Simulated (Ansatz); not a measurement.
# CH7NSiZn: a ladder of functionals and wavefunction methods

One table from this session's results is given with a row withheld; the runs are named, their logs left out.

The runs use Ansatz 0.2.0, Gaussian basis; functionals in def2-TZVPP, the program's frozen cores in correlated methods.

Plan: PBE-D4, r2SCAN-D4, PBE0-D4, B3LYP-D4, ωB97X-V, ωB97M-V, B2PLYP; CCSD(T)/def2-TZVPP; MP2/def2-QZVPP; extrapolation to the limit.

## Structure used throughout

All runs share one geometry, relaxed beforehand with PBE0-D4 in a triple-zeta def2 set.

SMILES `N[CH]([SiH3])[ZnH]`, 11 atoms, charge 0, spin multiplicity 1.

Atoms are counted from 1 here; the program's logs count them from 0.

Bond lengths: N1–C2 1.477 Å, N1–H5 1.012 Å, N1–H6 1.012 Å, C2–Si3 1.867 Å, C2–Zn4 1.978 Å, C2–H7 1.098 Å, Si3–H8 1.490 Å, Si3–H9 1.493 Å, Si3–H10 1.492 Å, Zn4–H11 1.547 Å. Angles: C2–N1–H5 111.3°, C2–N1–H6 112.1°, H5–N1–H6 106.8°, N1–C2–Si3 110.4°, N1–C2–Zn4 115.5°, N1–C2–H7 108.1°, Si3–C2–Zn4 110.1°, Si3–C2–H7 104.9°, Zn4–C2–H7 107.3°, C2–Si3–H8 113.7°, C2–Si3–H9 109.9°, C2–Si3–H10 108.8°, H8–Si3–H9 107.5°, H8–Si3–H10 109.1°, H9–Si3–H10 107.8°, C2–Zn4–H11 175.3°.

Set-up of the first run:

Contents of in.yaml:

```yaml
crystal:
  periodic: [false, false, false]
  atoms:
    - {symbol: N, position_ang: [-0.791995, 1.408819, -0.147884]}
    - {symbol: C, position_ang: [0.202154, 0.418835, 0.313837]}
    - {symbol: Si, position_ang: [0.788128, -0.628885, -1.115685]}
    - {symbol: Zn, position_ang: [-0.379772, -0.735612, 1.810442]}
    - {symbol: H, position_ang: [-1.600486, 0.955997, -0.555429]}
    - {symbol: H, position_ang: [-1.131165, 1.988771, 0.609204]}
    - {symbol: H, position_ang: [1.095046, 0.962651, 0.648993]}
    - {symbol: H, position_ang: [1.386127, 0.159654, -2.229797]}
    - {symbol: H, position_ang: [-0.355639, -1.405311, -1.679935]}
    - {symbol: H, position_ang: [1.797357, -1.605501, -0.613225]}
    - {symbol: H, position_ang: [-0.944555, -1.576519, 2.979979]}
basis:
  gaussian: {orbitals: def2-TZVPP}
hamiltonian: {xc: pbe, dispersion: d4}
output: {forces: true, orbitals: {seedname: orbitals}}
```

On the command line:

```
> ansatz run in.yaml --threads 4 --pin off --events-out ev --progress --plain --max-ram 10444MiB
```

Steps of the session up to this table: PBE-D4 (GGA); r2SCAN-D4 (meta-GGA); PBE0-D4 (hybrid); B3LYP-D4 (hybrid); ωB97X-V (range-separated); ωB97M-V (range-separated); B2PLYP (double hybrid); CCSD(T) in def2-TZVPP; MP2 in def2-QZVPP.

One of the session's tables, all rows but one given; the rest of the session is left out.

It belongs to the step «Atomisation energies». 

```
            method  atomisation energy (kJ/mol)
            PBE-D4                       3273.4
         r2SCAN-D4                       3249.0
           PBE0-D4                       3232.1
          B3LYP-D4                       3239.8
           ωB97X-V                       3273.0
           ωB97M-V                       3255.8
            B2PLYP                       3196.0
     HF/def2-TZVPP                       2288.1
    MP2/def2-TZVPP                       3167.9
   CCSD/def2-TZVPP                       3107.9
CCSD(T)/def2-TZVPP                            ?
           MP2/CBS                       3256.6
       CCSD(T)/CBS                       3240.6
```

Estimate the missing values for CCSD(T)/def2-TZVPP.

As computed: atomisation energy (kJ/mol): 3151.9. In the column «atomisation energy (kJ/mol)» it lies between CCSD/def2-TZVPP (3107.9) and MP2/def2-TZVPP (3167.9).
